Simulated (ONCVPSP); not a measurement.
# An ONCV potential for Pm, from input to tests

Do these settings give a usable potential? It is generated, then checked for transferability, scattering, ghosts and hardness.

Method: ONCVPSP 4.0.1.1 (patched build), PBE, scalar-relativistic.

15 further runs of the same task are left out: 7 that didn't finish, 8 set aside as unsound or not needed.

## (1) Starting point

The settings as typed:

```
element                 : promethium (Pm, Z = 61)
type                    : optimised norm-conserving Vanderbilt (ONCV)
frozen core             : [Kr] 4d10
valence charge          : 15
reference configuration : 4f5 5s2 5p6 6s1 (charge +1)
partial waves           : 5s+6s: rc 2.60 bohr, ncon 4, nbas 7, qcut 5.1 1/bohr, 2 projectors; 5p: rc 1.70 bohr, ncon 3, nbas 6, qcut 4.8 1/bohr, 3 projectors, debl 2.2 Ha; d scattering state at 0.08 Ha: rc 2.25 bohr, ncon 4, nbas 9, qcut 4.1 1/bohr, 2 projectors, debl 1.7 Ha; 4f: rc 1.35 bohr, ncon 4, nbas 9, qcut 13.1 1/bohr, 3 projectors, debl 2.8 Ha
local potential         : polynomial inside 1.00 bohr (lpopt 5, dvloc0 6 Ha)
core correction         : not asked for
```

The nodes and maxima of the atom's own shells, from an earlier all-electron run, set the scale for the radii.

All-electron outer shells of the reference configuration (PBE, scalar-relativistic, ld1.x):

| shell | level (eV) | outermost node (bohr) | outermost maximum (bohr) |
| --- | --- | --- | --- |
| 5s | -47.94 | 0.70 | 1.29 |
| 5p | -28.72 | 0.75 | 1.46 |
| 6s | -8.31 | 1.73 | 3.50 |
| 4f | -8.15 | – | 0.64 |
| 5d | -7.27 | 0.86 | 2.12 |
| 6p | -5.27 | 2.06 | 4.43 |

## (2) The generation run

Pm.dat reads:

```
# ATOM AND REFERENCE CONFIGURATION
# atsym  z   nc   nv     iexc    psfile
  Pm 61.00    9    4        4      upf
#
#   n    l    f
    1    0    2.00
    2    0    2.00
    2    1    6.00
    3    0    2.00
    3    1    6.00
    3    2   10.00
    4    0    2.00
    4    1    6.00
    4    2   10.00
    4    3    5.00
    5    0    2.00
    5    1    6.00
    6    0    1.00
#
# PSEUDOPOTENTIAL AND OPTIMIZATION
# lmax
    3
#
#   l,   rc,      ep,       ncon, nbas, qcut
    0    2.60    0.00    4    7    5.10
    1    1.70    0.00    3    6    4.80
    2    2.25    0.08    4    9    4.10
    3    1.35    0.00    4    9   13.10
#
# LOCAL POTENTIAL
# lloc, lpopt,  rc(5),   dvloc0
    4    5    1.00    6.00
#
# VANDERBILT-KLEINMAN-BYLANDER PROJECTORs
# l, nproj, debl
    0    2    0.70
    1    3    2.20
    2    2    1.70
    3    3    2.80
#
# MODEL CORE CHARGE
# icmod, fcfact, rcfact
    0    0.00    0.00
#
# LOG DERIVATIVE ANALYSIS
# epsh1, epsh2, depsh
   -3.00    5.00    0.02
#
# OUTPUT GRID
# rlmax, drl
    6.00    0.01
#
# TEST CONFIGURATIONS
# ncnf
    4
# nvcnf
#   n    l    f
    4
    4    3    5.00
    5    0    2.00
    5    1    6.00
    6    0    2.00
#
    4
    4    3    5.00
    5    0    2.00
    5    1    6.00
    6    0    0.00
#
    4
    4    3    4.00
    5    0    2.00
    5    1    6.00
    6    0    0.00
#
    4
    4    3    5.00
    5    0    1.00
    5    1    6.00
    6    0    2.00
#
```

Launch:

```console
$ oncvpsp.x < Pm.dat > Pm.out
```

Q: Predict the outcome of this session. Wanted: cutoffs for 1 and 0.1 mHa per electron, occupied waves; bound ghosts; GHOST(+) flags; largest test error; largest phase difference near zero energy, channels read; projector energies reset by the program.

**Answer**, as computed:

| quantity | value |
| --- | --- |
| cutoffs for 1 and 0.1 mHa per electron, occupied waves | 71 Ha and 78 Ha |
| bound ghosts | s at -89.26 eV |
| GHOST(+) flags | p at 249 eV |
| largest test error (AE − PS) | -114 meV, for 4f5 5s1 5p6 6s2 |
| largest phase difference near zero energy, channels read | 0.000 rad |
| projector energies reset by the program | d: 0.050, 1.750 Ha |

**Reading.** It has a bound ghost (s), a state that the atom doesn't have, and that rules the file out. The worst unpolarised test, 4f5 5s1 5p6 6s2, is off by 114 meV on 41.3 eV; by total energies transferability rates as fair for so large an energy. By its cutoff, 71 Ha for the looser tolerance, it is very hard. At the looser tolerance the 4f wave is the slowest; 5p needs 18 Ha. Near zero energy the phases of the channels with partial waves agree within 0.001 rad. The program also flags highly localised states, GHOST(+) (p).
